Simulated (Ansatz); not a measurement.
Crystal: Ta3AsAu2O13.

```
CELL_PARAMETERS angstrom
5.88672 0.00000 0.00000
2.19986 5.91413 0.00000
1.85109 1.73865 7.56124
ATOMIC_POSITIONS crystal
Ta 0.39605 0.05000 0.58683
Ta 0.95891 0.61806 0.76348
Ta 0.06984 0.27356 0.18903
As 0.07072 0.88917 0.02743
Au 0.21939 0.67567 0.38144
Au 0.68925 0.45927 0.56874
O 0.16689 0.59518 0.16534
O 0.86104 0.11514 0.11677
O 0.26950 0.96377 0.83676
O 0.87527 0.82792 0.92000
O 0.70329 0.78261 0.54686
O 0.17528 0.40817 0.59350
O 0.27798 0.92640 0.17203
O 0.64612 0.14878 0.61595
O 0.14281 0.39538 0.93941
O 0.30048 0.17203 0.35732
O 0.19051 0.80386 0.59347
O 0.70787 0.47140 0.81379
O 0.77878 0.42364 0.31185
```

The cell was built by a generator and needn't be a form met in nature.

- Program: Ansatz 0.2.0
- Task: relaxation of cell and atoms
- Functional: r2SCAN
- Dispersion: D4
- Potentials or basis: Ansatz PAW
- Cutoff: 500 eV (not typed: the program's choice for these potentials)
- k mesh: 4 × 4 × 3
- Occupations: fermi-dirac, width 0.05 eV
- Spin: no spin polarisation

At the start: volume 13.85 Å³/atom.

Problem. How do energy, volume and symmetry change on relaxing?

Solution. It ends after 18 steps and the volume is 12.53 Å³/atom (-9.5 %); space group P1 (No. 1, to 0.05 Å).

The path:
| step | energy change (eV) | largest force (eV/Å) | volume (Å³) |
| --- | --- | --- | --- |
| 1 | 0.0000 | 0.6688 | 263.24 |
| 2 | -0.2032 | 0.5343 | 246.62 |
| 3 | -0.2457 | 0.2503 | 249.38 |
| 4 | -0.2632 | 0.1391 | 247.58 |
| 5 | -0.2682 | 0.1781 | 245.30 |
| 6 | -0.2751 | 0.1074 | 245.03 |
| 7 | -0.2767 | 0.0666 | 244.85 |
| 8 | -0.2793 | 0.0437 | 244.03 |
| 9 | -0.3180 | 0.3501 | 238.69 |
| 10 | -0.3386 | 0.2320 | 239.74 |
| 11 | -0.3485 | 0.0956 | 238.96 |
| 12 | -0.3520 | 0.0869 | 238.54 |
| 13 | -0.3531 | 0.0580 | 238.27 |
| 14 | -0.3533 | 0.0547 | 238.14 |
| 15 | -0.3534 | 0.0154 | 238.14 |
| 16 | -0.3535 | 0.0106 | 238.16 |
| 17 | -0.3535 | 0.0091 | 238.15 |
| 18 | -0.3376 | 0.0087 | 238.15 |

Final structure:
```
Ta As Au O
1.0
     5.79519    0.18135    0.14981
     2.34785    5.58445    0.12143
     2.06830    1.76251    7.52910
Ta As Au O
3 1 2 13
Direct
  0.38924 0.04632 0.57762
  0.91969 0.67155 0.75540
  0.08429 0.28085 0.17838
  0.03946 0.90520 0.02477
  0.23587 0.68013 0.37128
  0.71091 0.40979 0.59256
  0.15617 0.60659 0.16758
  0.84641 0.13816 0.12735
  0.24508 0.96366 0.83041
  0.82701 0.85676 0.94077
  0.72193 0.74904 0.53160
  0.18775 0.40986 0.59082
  0.29791 0.93252 0.15305
  0.67975 0.06965 0.64426
  0.13596 0.42560 0.92826
  0.32805 0.17268 0.34281
  0.20608 0.81123 0.58234
  0.71079 0.47471 0.82411
  0.77764 0.39569 0.33663
```

Caveat: the plane-wave basis is chosen anew once the cell has moved, so the energies of steps on either side of that aren't comparable; the PAW data sets come from PBE, with cores solved anew for the run's functional, which leaves a small shift of forces and pressure.
